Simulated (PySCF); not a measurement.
**C4H3BF2O: spin-spin couplings**

Wanted: the spin-spin couplings of C4H3BF2O (`O=C1C=C(B(F)F)C1`), by calculation.

Programs: PySCF 2.14.0, with density-fitted response routines of our own. Each step states its level of theory. These are calculated values for one molecule in the gas phase, unless marked as measured. Atoms are numbered from 0 throughout.

### 1 Starting geometry

11 atoms, charge 0, multiplicity 1; geometry from: GFN2-xTB.

Bonds of the start (Å): O0–C1 1.19, C1–C2 1.48, C2–C3 1.35, C3–B4 1.55, B4–F5 1.32, B4–F6 1.32, C3–C7 1.52, C7–C1 1.54, C2–H8 1.07, C7–H9 1.09, C7–H10 1.09.

### 2 J couplings: B3LYP/pcJ-1

What the job is given:

```
{"job": {"kind": "j", "xc": "B3LYP", "basis": "pcJ-1"}, "charge": 0, "multiplicity": 1}
O     -2.849822     0.318464    -0.538896
C     -1.666923     0.214646    -0.426892
C     -0.528816     1.127455    -0.161604
C      0.376479     0.122130    -0.221501
B      1.917585     0.063472    -0.066996
F      2.645977     1.132040     0.178133
F      2.601240    -1.055919    -0.170874
C     -0.666332    -0.954405    -0.501588
H     -0.446720     2.185213     0.011509
H     -0.782335    -1.711982     0.270871
H     -0.594908    -1.438443    -1.473473
```

Level: B3LYP/pcJ-1 indirect spin-spin coupling, non-relativistic, gas phase.

The run is started by

```
> OMP_NUM_THREADS=1 python probes_run.py task.json out
```

This one command runs all jobs of the session in turn.

The program printed:

```text
coarse grid: 10552 points
cycle   1  E = -453.8235735731  dE =  1.314e+00  |g| = 1.015e+00  |ddm| = 3.145e+00
cycle   2  E = -453.2185077101  dE =  6.051e-01  |g| = 2.065e+00  |ddm| = 2.544e+00
cycle   3  E = -453.9821331327  dE = -7.636e-01  |g| = 3.270e-01  |ddm| = 2.076e+00
cycle   4  E = -454.0030470158  dE = -2.091e-02  |g| = 9.406e-02  |ddm| = 2.869e-01
cycle   5  E = -454.0043409479  dE = -1.294e-03  |g| = 2.948e-02  |ddm| = 6.984e-02
cycle   6  E = -454.0045163587  dE = -1.754e-04  |g| = 8.973e-03  |ddm| = 2.722e-02
cycle   7  E = -454.0045333454  dE = -1.699e-05  |g| = 4.124e-03  |ddm| = 9.389e-03
cycle   8  E = -454.0045368070  dE = -3.462e-06  |g| = 6.854e-04  |ddm| = 2.947e-03
final grid: 106576 points
cycle   9  E = -454.0769988662  dE = -2.072e-04  |g| = 7.175e-03  |ddm| = 2.064e-02
cycle  10  E = -454.0769731616  dE =  2.570e-05  |g| = 1.323e-02  |ddm| = 1.332e-02
cycle  11  E = -454.0770073563  dE = -3.419e-05  |g| = 2.370e-03  |ddm| = 1.057e-02
cycle  12  E = -454.0770083048  dE = -9.485e-07  |g| = 6.462e-04  |ddm| = 2.098e-03
cycle  13  E = -454.0770083852  dE = -8.037e-08  |g| = 1.127e-04  |ddm| = 4.103e-04
cycle  14  E = -454.0770083872  dE = -2.008e-09  |g| = 3.683e-05  |ddm| = 8.596e-05
cycle  15  E = -454.0770083874  dE = -2.354e-10  |g| = 1.603e-05  |ddm| = 3.690e-05
converged SCF energy = -454.0770083874

Indirect spin-spin couplings (Hz)
  i      j    bonds     total        FC       PSO       DSO        SD
  0 O    1 C    1     34.055    14.823    19.301    -0.069         -
  0 O    2 C    2     -3.395    -1.913    -1.535     0.053         -
  0 O    3 C    3     -1.956    -3.060     1.036     0.068         -
  0 O    4 B    4     -0.378    -0.957     0.551     0.041    -0.012
  0 O    5 F    5      0.690    -0.473     2.072     0.121    -1.029
  0 O    6 F    5      0.990    -0.347     2.136     0.124    -0.922
  0 O    7 C    2     -1.636    -2.075     0.390     0.049         -
  0 O    8 H    3      0.105     0.107    -0.182     0.180         -
  0 O    9 H    3     -0.110    -0.135    -0.141     0.166         -
  0 O   10 H    3     -0.111    -0.136    -0.141     0.165         -
  1 C    2 C    1     41.582    43.170    -1.877     0.290         -
  1 C    3 C    2     -8.475    -8.651     0.083     0.094         -
  1 C    4 B    3     12.293    12.494    -0.097    -0.020    -0.084
  1 C    5 F    4     -1.338     0.180    -0.650    -0.162    -0.706
  1 C    6 F    4     -0.683     0.565    -0.433    -0.159    -0.657
  1 C    7 C    1     32.970    32.909    -0.221     0.283         -
  1 C    8 H    2      3.848     4.069     0.082    -0.303         -
  1 C    9 H    2     -6.192    -6.405     0.225    -0.013         -
  1 C   10 H    2     -6.208    -6.421     0.224    -0.011         -
  2 C    3 C    1     53.515    64.089   -10.806     0.231         -
  2 C    4 B    2      5.123     4.105     0.452     0.028     0.539
  2 C    5 F    3     -1.181    -3.634    -0.917     0.006     3.364
  2 C    6 F    3     20.387     5.399     9.322    -0.285     5.951
  2 C    7 C    2     13.738    13.852    -0.130     0.016         -
  2 C    8 H    1    179.998   180.110    -0.948     0.835         -
  2 C    9 H    3      6.872     7.166     0.117    -0.411         -
  2 C   10 H    3      6.899     7.194     0.116    -0.411         -
  3 C    4 B    1    110.735   111.309    -1.309     0.443     0.292
  3 C    5 F    2     40.536    41.160    -0.138     0.032    -0.518
  3 C    6 F    2     47.055    46.951     0.040     0.042     0.022
  3 C    7 C    1     31.125    31.404    -0.523     0.244         -
  3 C    8 H    2      2.296     3.962    -1.178    -0.488         -
  3 C    9 H    2     -4.991    -5.053     0.162    -0.100         -
  3 C   10 H    2     -5.001    -5.063     0.161    -0.099         -
  4 B    5 F    1   -120.270   -67.720   -53.785     0.985     0.250
  4 B    6 F    1   -116.010   -63.238   -54.107     0.982     0.353
  4 B    7 C    2      5.241     5.203    -0.028     0.044     0.022
  4 B    8 H    3      2.240     2.168     0.094    -0.001    -0.022
  4 B    9 H    3      0.668     0.667    -0.030     0.041    -0.010
  4 B   10 H    3      0.672     0.672    -0.031     0.041    -0.010
  5 F    6 F    2   -218.064    63.159  -284.579    -0.999     4.355
  5 F    7 C    3      5.815     4.422     0.768    -0.248     0.873
  5 F    8 H    4     -1.060    -0.381    -0.836     0.277    -0.120
  5 F    9 H    4     -0.820    -0.937     1.088    -0.979     0.008
  5 F   10 H    4     -0.823    -0.939     1.087    -0.979     0.008
  6 F    7 C    3     -4.101    -3.866    -0.225     0.035    -0.046
  6 F    8 H    4      0.769    -1.105     2.871    -1.173     0.175
  6 F    9 H    4     -0.273    -0.074    -0.221     0.078    -0.057
  6 F   10 H    4     -0.274    -0.075    -0.225     0.082    -0.057
  7 C    8 H    3     15.820    15.860     0.558    -0.598         -
  7 C    9 H    1    145.729   144.247     0.602     0.880         -
  7 C   10 H    1    145.604   144.121     0.604     0.880         -
  8 H    9 H    4     -1.219    -1.078     1.946    -2.087         -
  8 H   10 H    4     -1.211    -1.070     1.944    -2.085         -
  9 H   10 H    2    -17.160   -17.355     2.514    -2.319         -
```

Run time: 2.1 min. Hardware: 1 thread of Intel Xeon at 2.50GHz, shared host; peak memory 0.9 GiB.

Couplings of 1 Hz or more, nine at most for each number of bonds, with means over like pairs (isotopes 11B, 13C, 19F, 1H, 17O):

| pair | bonds | J (Hz) | Fermi contact (Hz) | dihedral (°) |
| --- | --- | --- | --- | --- |
| C2–H8 | 1 | 180.0 | 180.1 | – |
| C7–H9 | 1 | 145.7 | 144.2 | – |
| B4–F5 | 1 | -118.1 | -65.5 | – |
| C3–B4 | 1 | 110.7 | 111.3 | – |
| C2–C3 | 1 | 53.5 | 64.1 | – |
| C1–C2 | 1 | 41.6 | 43.2 | – |
| O0–C1 | 1 | 34.1 | 14.8 | – |
| C1–C7 | 1 | 33.0 | 32.9 | – |
| C3–C7 | 1 | 31.1 | 31.4 | – |
| F5–F6 | 2 | -218.1 | 63.2 | – |
| C3–F5 | 2 | 43.8 | 44.1 | – |
| H9–H10 | 2 | -17.2 | -17.4 | – |
| C2–C7 | 2 | 13.7 | 13.9 | – |
| C1–C3 | 2 | -8.5 | -8.7 | – |
| C1–H9 | 2 | -6.2 | -6.4 | – |
| B4–C7 | 2 | 5.2 | 5.2 | – |
| C2–B4 | 2 | 5.1 | 4.1 | – |
| C3–H9 | 2 | -5.0 | -5.1 | – |
| C7–H8 | 3 | 15.8 | 15.9 | – |
| C1–B4 | 3 | 12.3 | 12.5 | – |
| C2–F5 | 3 | 9.6 | 0.9 | – |
| C2–H9 | 3 | 6.9 | 7.2 | – |
| B4–H8 | 3 | 2.2 | 2.2 | 0 |
| O0–C3 | 3 | -2.0 | -3.1 | – |
| H8–H9 | 4 | -1.2 | -1.1 | – |
| C1–F5 | 4 | -1.0 | 0.4 | – |

The spin-dipole term was solved for some atoms only; pairs without it lack that part.

The response was solved for the nuclei of B, C, F, H alone, so couplings that need other nuclei can be missing.

Quadrupole couplings from the field gradients of the same density:

| atom | isotope | eQq/h (MHz) | η |
| --- | --- | --- | --- |
| O0 | 17O | 11.1 | 0.57 |
| B4 | 11B | 3.083 | 0.65 |

### 3 Outcome

```
                                   quantity                     value
largest coupling of the table (B3LYP/pcJ-1)  2J(F,F) F5–F6, -218.1 Hz
```

In words: In the run at B3LYP/pcJ-1, the largest coupling of the table is F5–F6, -218.1 Hz, of which the Fermi-contact term gives 63.2 Hz. Couplings across rotatable bonds belong to this one conformer; where others are populated, the observed values are averages. Density functionals describe couplings to fluorine poorly, F–F couplings above all, so those rows are rough.
